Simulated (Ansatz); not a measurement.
# MoC+ (doublet): from Hartree-Fock to the top rungs, def2-TZVPP

An exercise on one series of results from a longer session: the logs are not shown, and one member is left open.

Method: def2-TZVPP, core rule «outside noble gas», up to 5 orbitals frozen; program: Ansatz 0.2.0, Gaussian basis.

The runs, in order: UHF; CCSD(T) on ROHF; CCSD(T) on UHF; CCSDT(Q) on ROHF; CCSDT(Q) on UHF.

11 further runs of the same task are left out: 7 for a known fault of the program, 4 set aside as unsound or not needed.

### What is computed

The geometry is a PBE0/def2-TZVP stationary point (not a proven minimum) of the parent state, kept for this charge and spin. No spin-orbit coupling is included. Elements past krypton take def2 core potentials.

2 atoms, charge 1, spin multiplicity 2.

Atoms are counted from 1 here; the program's logs count them from 0.

Bond lengths: Mo1–C2 1.654 Å.

Set-up of the first run:

in.yaml

```yaml
crystal:
  periodic: [false, false, false]
  atoms:
    - {symbol: Mo, position_ang: [0.000000, 0.000000, 0.000000]}
    - {symbol: C, position_ang: [0.000000, 0.000000, 1.653600]}
basis:
  gaussian: {orbitals: def2-TZVPP}
total_charge: 1
magnetization: {spin_polarized: true, initial_magnetization: 1}
hamiltonian: {xc: hf}
output: {orbitals: {seedname: orbitals}}
```

Started as:

```bash
$ ansatz run in.yaml --threads 1 --pin off --events-out ev --progress --plain --max-ram 4096MiB --backend cpu
```

Among the steps run: UHF; CCSD(T) on ROHF; CCSD(T) on UHF; CCSDT(Q) on ROHF; CCSDT(Q) on UHF.

One table of the session follows, with a row left open; its other results are not shown here.

| method | from RCCSDT(Q) (meV) |
| --- | --- |
| ROHF | +9534.3 |
| RMP2 | -155.2 |
| UMP2 | +1795.0 |
| RCCSD | +781.2 |
| UCCSD | +716.9 |
| RCCSD(T) | +93.6 |
| UCCSD(T) | +141.5 |
| RCCSDT | +120.5 |
| UCCSDT | ? |
| RCCSDT(Q) | 0 |
| UCCSDT(Q) | -25.7 |

Q: Estimate the row for UCCSDT from the others.

As computed: from RCCSDT(Q) (meV): +79.2. In the column «from RCCSDT(Q) (meV)» it lies between RCCSDT(Q) (0) and RCCSD(T) (+93.6).

Left out of the table: UHF (another determinant or state than the rows shown).

Caveats from the session: The determinant is far from a pure spin state, so its energy mixes those of several spin states (harmless only where they are near-degenerate, as at dissociation). Warnings: spin contamination; coupled cluster took another determinant than the lowest. Restricted and unrestricted rows rest on different reference determinants; where their highest levels disagree by more than a few hundredths of an eV, they describe different states and don't form one ladder.
